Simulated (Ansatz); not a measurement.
# CAuBrO: geometry at several levels

Wanted for CAuBrO: geometry at several levels.

Computed with Ansatz 0.2.0 (the levels named in each step, unless a step's input says otherwise).

### 1 The structure to begin with

Bond lengths: O1–C2 1.132 Å, C2–Au3 1.855 Å, Au3–Br4 2.294 Å. Angles: O1–C2–Au3 180.0°, C2–Au3–Br4 180.0°.

As a file:

```xyz
4

O     0.0000    0.0000   -2.3498
C     0.0000    0.0000   -1.2181
Au    0.0000    0.0000    0.6372
Br    0.0000    0.0000    2.9308
```

### 2 A rough first relaxation, PBE-D4/def2-SVP

Input file input.yaml:

```yaml
crystal:
  periodic: [false, false, false]
  atoms:
    - { symbol: O, position_ang: [0.0, 0.0, -2.34984] }
    - { symbol: C, position_ang: [0.0, 0.0, -1.21812] }
    - { symbol: Au, position_ang: [0.0, 0.0, 0.63719] }
    - { symbol: Br, position_ang: [0.0, 0.0, 2.93077] }
basis:
  gaussian: { orbitals: def2-SVP }
hamiltonian:
  xc: pbe
  dispersion: d4
relax:
  f_tol: 0.03
  max_steps: 200
```

On the command line:

```bash
$ ansatz run input.yaml --threads 2 --pin off --max-ram 5120MiB --backend cpu --events-out ev --progress --plain --runs-dir out
```

After this run come: Relaxation, HF/def2-SVP; Relaxation, LDA/def2-SVP; Relaxation, PBE-D4/def2-SVP.

**Question.** What will these runs give? Wanted: O1–C2 at PBE-D4/def2-SVP; C2–Au3 at PBE-D4/def2-SVP; Au3–Br4 at PBE-D4/def2-SVP.

As calculated:

```
                  quantity    value
  O1–C2 at PBE-D4/def2-SVP  1.150 Å
 C2–Au3 at PBE-D4/def2-SVP  1.904 Å
Au3–Br4 at PBE-D4/def2-SVP  2.383 Å
```

**Reading.** The O–C distance spreads over 0.049 Å, from HF/def2-SVP (shortest) to PBE-D4/def2-SVP. Heavy atoms carry effective core potentials in def2 sets, and spin-orbit coupling is left out.
